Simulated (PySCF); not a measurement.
# Se4Ta ([TaSe4]3-): the cost of one run

Computed with PySCF 2.14.0 and routines of our own; the level stands in each step. Atoms count from 0.

### Step 1. The system as given

5 atoms, charge -3, multiplicity 1; geometry from: GFN2-xTB.

### Step 2. NMR shieldings: PBE/pcJ-1 Se:dyall-v2z Ta:dyall-v2z, spin–orbit

The job: settings as JSON, then the geometry in Å.

```
{"job": {"kind": "hnmr", "xc": "PBE", "basis": {"default": "pcJ-1", "Se": "dyall-v2z", "Ta": "dyall-v2z"}, "rel": "so"}, "charge": -3, "multiplicity": 1}
Ta     0.000140     0.000020    -0.000690
Se     0.009270    -0.017130     2.388150
Se     2.250890     0.010230    -0.806960
Se    -1.134140     1.955440    -0.775700
Se    -1.126150    -1.948580    -0.804800
```

With the program's defaults for keys left out, this is: PBE/pcJ-1 Se:dyall-v2z Ta:dyall-v2z GIAO NMR shielding, X2C with spin-orbit coupling, screened-nuclear two-electron part, Gaussian nuclei, gas phase.

Started as:

```sh
$ OMP_NUM_THREADS=2 python heavy_run.py task.json out
```

The driver reads the jobs from task.json and runs them one after another.

**Question.** How long does this first job take on 2 threads of Intel Xeon 6975P-C, shared host, and how much memory does it need?

About 1.9 min, with a peak of 2.8 GiB.
